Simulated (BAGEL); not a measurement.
# GeH2SO (SMILES [OH][Ge][SH]): PBE0/def2-SVPD (density fitting with qzvpp-jkfit)

Aim: the energy change on altering one bond length of GeH2SO at PBE0/def2-SVPD (density fitting with qzvpp-jkfit), from 2 runs. 

The calculation is run with BAGEL 1.2.2.

2 further runs of the same task are left out: 2 set aside as unsound or not needed.

## Step 1: Starting point

The species is GeH2SO (5 atoms), meant as a singlet with charge 0. SMILES: `[OH][Ge][SH]`. The shape is that of a PBE0-D4/def2-TZVP optimisation. This is one conformer, not always the lowest.

Bond lengths: O1–Ge2 1.782 Å, Ge2–S3 2.260 Å, O1–H4 0.961 Å, S3–H5 1.343 Å. Angles: O1–Ge2–S3 97.9°, Ge2–O1–H4 117.4°, Ge2–S3–H5 93.6°.

## Step 2: A single-point energy at PBE0/def2-SVPD (density fitting with qzvpp-jkfit)

Contents of calc.json:

```json
{ "bagel": [

{
  "title": "molecule",
  "basis": "def2-svpd.json",
  "df_basis": "qzvpp-jkfit",
  "angstrom": true,
  "geometry": [
    { "atom": "O", "xyz": [   -1.346000,   -1.001300,    0.399800 ] },
    { "atom": "Ge", "xyz": [   -0.897400,    0.628900,   -0.164200 ] },
    { "atom": "S", "xyz": [    1.343300,    0.336500,   -0.206300 ] },
    { "atom": "H", "xyz": [   -0.632500,   -1.625200,    0.561400 ] },
    { "atom": "H", "xyz": [    1.582700,    1.587400,   -0.632100 ] }
  ]
},
{ "title": "ks", "xc_func": "pbe0" },
{ "title": "print", "file": "orbitals.molden", "orbitals": true }

]}
```

The basis set def2-SVPD is read from a file made from the Basis Set Exchange's data (not shown).

Launch:

```
$ BAGEL_NUM_THREADS=1 BAGEL calc.json > calc.out
```

Output:

```text
* using 1 threads per process

  ===============================================================
  ===============================================================

  *** Geometry ***

  { "atom" : "O", "xyz" : [     -2.543571,     -1.892183,      0.755513 ] },
  { "atom" : "Ge", "xyz" : [     -1.695840,      1.188449,     -0.310293 ] },
  { "atom" : "S", "xyz" : [      2.538469,      0.635893,     -0.389850 ] },
  { "atom" : "H", "xyz" : [     -1.195252,     -3.071183,      1.060892 ] },
  { "atom" : "H", "xyz" : [      2.990870,      2.999751,     -1.194496 ] },

  Number of auxiliary basis functions:      507

  Since a DF basis is specified, we compute 2- and 3-index integrals:
    o Being stored without compression. Storage requirement is 0.044 GB

  Number of basis functions:      104
  Number of electrons      :       58

    * METHOD: MOLECULE                             1.50

  *** Kohn-Sham DFT ***

    * Removing 7789 points whose weight is below 1.00e-10
    * Grid points: 66741

  === Nuclear Repulsion ===
   246.1847235180

       - DIIS with orbital gradients will be used.

  === KS iteration (pbe0 / def2-svpd.json) ===
      0      -2467.20638305          0.08948411           1.91
      1      -2268.42195364          0.18459034           1.03
      2      -2367.46864063          0.10580123           1.29
      3      -2438.55870164          0.12976127           1.17
      4      -2541.57187230          0.08485524           1.37
      5      -2463.66817847          0.15859732           1.42
      6      -2461.81685832          0.16194719           1.39
      7      -2470.37485588          0.26785335           1.51
      8      -2506.22778107          0.16570064           1.11
      9      -2546.86730152          0.06829630           1.58
     10      -2548.67784635          0.05518357           1.27
     11      -2550.45198971          0.02217312           1.28
     12      -2550.65279168          0.01518016           1.46
     13      -2550.73116289          0.00770858           1.48
     14      -2550.76247346          0.00077332           1.59
     15      -2550.76290040          0.00028472           1.36
     16      -2550.76292715          0.00014673           1.10
     17      -2550.76294049          0.00001128           1.79
     18      -2550.76294057          0.00000486           1.32
     19      -2550.76294058          0.00000049           1.60
     20      -2550.76294058          0.00000034           2.21
     21      -2550.76294058          0.00000005           1.35
     22      -2550.76294058          0.00000002           2.29
     23      -2550.76294058          0.00000001           2.06
    * SCF iteration converged.

    * Permanent dipole moment:
           (   -0.162180,    -0.311579,     0.112203) a.u.

    * METHOD: KS                                  37.37

    * METHOD: PRINT                                0.03

  ===============================================================
```

It took 40 s on 1 thread of Intel Xeon at 2.50GHz (Skylake/Cascade Lake), shared host; peak memory 0.37 GiB.

## Step 3: The distorted shape

Contents of input.json:

```json
{ "bagel" : [

{
  "title" : "molecule",
  "basis" : "def2-svpd.json",
  "df_basis" : "qzvpp-jkfit",
  "angstrom" : "true",
  "geometry" : [
    { "atom" : "O", "xyz" : [   -1.916824,   -0.502159,    0.270515 ] },
    { "atom" : "Ge", "xyz" : [   -1.468224,    1.128041,   -0.293485 ] },
    { "atom" : "S", "xyz" : [    0.772476,    0.835641,   -0.335585 ] },
    { "atom" : "H", "xyz" : [   -0.632500,   -1.625200,    0.561400 ] },
    { "atom" : "H", "xyz" : [    1.011876,    2.086541,   -0.761385 ] }
  ]
},
{ "title" : "ks", "xc_func" : "pbe0" },
{ "title" : "print", "file" : "orbitals.molden", "orbitals" : "true" }

]}
```

The basis set def2-SVPD is read from a file made from the Basis Set Exchange's data (not shown).

Launch:

```
$ BAGEL_NUM_THREADS=1 BAGEL input.json > input.out
```

Output:

```text
* using 1 threads per process

  ===============================================================
  ===============================================================

  *** Geometry ***

  { "atom" : "O", "xyz" : [     -3.622272,     -0.948943,      0.511199 ] },
  { "atom" : "Ge", "xyz" : [     -2.774541,      2.131689,     -0.554606 ] },
  { "atom" : "S", "xyz" : [      1.459768,      1.579133,     -0.634164 ] },
  { "atom" : "H", "xyz" : [     -1.195252,     -3.071183,      1.060892 ] },
  { "atom" : "H", "xyz" : [      1.912169,      3.942991,     -1.438809 ] },

  Number of auxiliary basis functions:      507

  Since a DF basis is specified, we compute 2- and 3-index integrals:
    o Being stored without compression. Storage requirement is 0.044 GB

  Number of basis functions:      104
  Number of electrons      :       58

    * METHOD: MOLECULE                             2.24

  *** Kohn-Sham DFT ***

    * Removing 7252 points whose weight is below 1.00e-10
    * Grid points: 67278

  === Nuclear Repulsion ===
   242.6739520425

       - DIIS with orbital gradients will be used.

  === KS iteration (pbe0 / def2-svpd.json) ===
      0      -2468.20552791          0.08792621           2.39
      1      -2270.15758999          0.17524044           1.71
      2      -2368.48610878          0.10511714           1.76
      3      -2439.31231636          0.12825479           2.11
      4      -2542.29005246          0.08149295           1.88
      5      -2465.63003593          0.15630793           1.79
      6      -2463.90906567          0.15740788           2.38
      7      -2467.75739877          0.19513582           2.42
      8      -2509.94168445          0.15246497           2.09
      9      -2547.43414164          0.06182113           2.09
     10      -2548.83669062          0.04990019           1.77
     11      -2550.20424055          0.02616726           1.78
     12      -2550.19024625          0.02615005           1.61
     13      -2550.52620727          0.01329088           1.68
     14      -2550.61788060          0.00262945           1.87
     15      -2550.62129354          0.00114355           1.61
     16      -2550.62193984          0.00049574           1.86
     17      -2550.62208282          0.00017357           1.76
     18      -2550.62209918          0.00003707           1.95
     19      -2550.62209959          0.00002817           1.93
     20      -2550.62209998          0.00000585           1.84
     21      -2550.62209998          0.00000713           1.44
     22      -2550.62210001          0.00000150           1.91
     23      -2550.62210001          0.00000062           1.93
     24      -2550.62210001          0.00000025           1.39
     25      -2550.62210001          0.00000013           1.39
     26      -2550.62210001          0.00000004           1.51
     27      -2550.62210001          0.00000004           1.37
     28      -2550.62210001          0.00000003           1.44
     29      -2550.62210001          0.00000001           1.81
    * SCF iteration converged.

    * Permanent dipole moment:
           (   -0.349733,    -0.422310,     0.160107) a.u.

    * METHOD: KS                                  56.17

    * METHOD: PRINT                                0.04

  ===============================================================
```

Run time: 60 s. Hardware: 1 thread of Intel Xeon at 2.50GHz (Skylake/Cascade Lake), shared host; peak memory 0.37 GiB.

## Step 4: Outcome

At PBE0/def2-SVPD (density fitting with qzvpp-jkfit):

```
                                                         quantity           value
                                        first shape: total energy  -2550.76294 Eh
                                       first shape: dipole moment          0.94 D
                                         first shape: HOMO energy        -7.47 eV
                                         first shape: LUMO energy        -2.10 eV
                                       first shape: HOMO–LUMO gap         5.37 eV
                                    distorted shape: total energy  -2550.62210 Eh
                                   distorted shape: dipole moment          1.45 D
                                     distorted shape: HOMO energy        -7.51 eV
                                     distorted shape: LUMO energy        -3.76 eV
                                   distorted shape: HOMO–LUMO gap         3.75 eV
energy change with the O1–H4 bond stretched from 0.961 to 1.731 Å        3.832 eV
```

**Reading.** One bond (distorted shape) is far stretched, which a spin-restricted single reference describes badly; a broken-symmetry solution may lie lower. With the O1–H4 bond stretched from 0.961 to 1.731 Å the energy rises by 3.83 eV (88 kcal/mol). The first shape isn't relaxed at this level, so the change isn't measured from a minimum. A restricted reference can't describe the breaking bond well at this length.
